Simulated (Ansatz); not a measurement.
From input file to script: CsRb₃, space group Fm-3m in Ansatz 0.2.0.

```yaml
crystal:
  lattice:
    - [0.0, 5.848416, 5.848416]
    - [5.848416, 0.0, 5.848416]
    - [5.848416, 5.848416, 0.0]
  atoms:
    - { symbol: Cs, position: [0.0, 0.0, 0.0] }
    - { symbol: Rb, position: [0.25, 0.25, 0.25] }
    - { symbol: Rb, position: [0.75, 0.75, 0.75] }
    - { symbol: Rb, position: [0.5, 0.5, 0.5] }
basis:
  ecutwfc: 500.0
kpoints:
  mp_grid:
    grid: [4, 4, 4]
hamiltonian:
  xc: r2scan
scf:
  occupations:
    method: cold
    width: 0.1
phonons:
  method: fd
  supercell: [1, 1, 1]
```

Script `csrb3.py`:
```python
"""Lattice dynamics of CsRb3 in a supercell."""

from pathlib import Path
import logging
import sys

import ansatz as az
from ase import Atoms
import numpy as np

logging.basicConfig(stream=sys.stdout, format="[%(levelname)s] %(message)s")
log = logging.getLogger("run")
log.setLevel(logging.INFO)


def main() -> None:
    atoms = Atoms(
        ["Cs", "Rb", "Rb", "Rb"],
        scaled_positions=[
            [0.0, 0.0, 0.0],
            [0.25, 0.25, 0.25],
            [0.75, 0.75, 0.75],
            [0.5, 0.5, 0.5],
        ],
        cell=[
            [0.0, 5.848416, 5.848416],
            [5.848416, 0.0, 5.848416],
            [5.848416, 5.848416, 0.0],
        ],
        pbc=True,
    )
    csrb3 = az.Crystal.from_ase(atoms)

    # the cell itself: zone-centre modes alone
    setup = (
        csrb3.calculation()
        .basis(500)
        .occupations(az.OccupationsMethod.COLD, width=0.1)
        .functional(az.Functional.R2SCAN)
        .kpoints(4, 4, 4)  # the mesh must be finer for metals
        .phonons("fd", supercell=1)
    )
    done = setup.run(threads=1, backend="cpu", runs_dir="runs")
    folder = Path(done.output_folder) / "results"
    ph = done.phonons

    print("modes at Gamma (1/cm):", np.round(ph.gamma_omega_inv_cm, 1) + 0.0)
    log.info(f"{ph.n_members} displaced supercells, sum-rule residual {ph.asr_residual_pre_ev_ang2:.1e} eV/A^2")
    optical = np.sort(ph.gamma_omega_inv_cm)
    print("imaginary modes at Gamma:", int((optical < -10).sum()), "- highest mode", round(float(optical[-1]), 1), "1/cm")


if __name__ == "__main__":
    main()
```

```console
$ python csrb3.py
modes at Gamma (1/cm): [ 0.   0.   0.  33.9 33.9 33.9 35.  35.  35.  42.2 42.2 42.2]
[INFO] 3 displaced supercells, sum-rule residual 4.0e-04 eV/A^2
imaginary modes at Gamma: 0 - highest mode 42.2 1/cm
```

What to keep in mind:
- The cell isn't relaxed first, so the values belong to this volume.
- For a metal this k-point mesh is coarse: on a finer one energies can move by several to tens of meV an atom and pressures by half a GPa or more, differences at one mesh by less.
- This cell is a computed structure, which may not be the phase found in nature.
- The structure is taken as given and the supercell is small; imaginary modes can come from an unrelaxed or unstable start. Phonons of metals also depend on mesh and smearing.
- Timing: 2.3 min on 1 thread of Arm Neoverse V2, on a shared host, peak memory 2.6 GiB.

(Lines on the test bed's own set-up are left out of the output.)
